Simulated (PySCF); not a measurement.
Runs of PySCF 2.14.0 on CS2H4. The cell holds a molecule in a box, 7 atoms: a = 13.000 Å, b = 13.000 Å, c = 12.000 Å, α = 90.00°, β = 90.00°, γ = 90.00°. 

```tsv
task	level	frozen core bands	conv_tol	exxdiv	grid for exchange and correlation	three-body dispersion term	gap on the mesh (eV)
excitation energies (Tamm-Dancoff)	PBE0	11	1e-08 Ha	ewald	Becke, atom-centred	-	6.50
atomic charges	LDA	-	1e-07 Ha	-	Becke, atom-centred	-	4.08
MP2 correlation energy	HF	11	1e-08 Ha	ewald	-	-	(a)
atomic charges	B3LYP	-	1e-07 Ha	ewald	Becke, atom-centred	-	6.02
atomic charges	BLYP+D3(OP)	-	1e-07 Ha	-	Becke, atom-centred	no	4.21
atomic charges	BHandHLYP	-	1e-07 Ha	ewald	Becke, atom-centred	-	(b)
```

Alike in all rows: potentials or basis pob-tzvp-rev2 (all-electron); no spin polarisation; cell as given; k mesh 1 × 1 × 1; smearing fixed.

Task: Estimate the missing entries.

Result: (a) 13.27; (b) 8.73.

Caveats: this is a molecule in a periodic box at the Γ point, so its band gap is the HOMO-LUMO gap; the basis of atomic orbitals isn't converged, which shifts pressures, moduli and gaps; this basis is made for solids and lacks diffuse functions, so gaps of a molecule come out too wide by an eV or more; the basis is small and the box finite, so much correlation energy is missing and levels can be off by tenths of an eV (some runs); the iterative solver can pass over a root and still report convergence (some runs).

A k mesh can miss the band edges.

Not every run made on this cell is shown here.
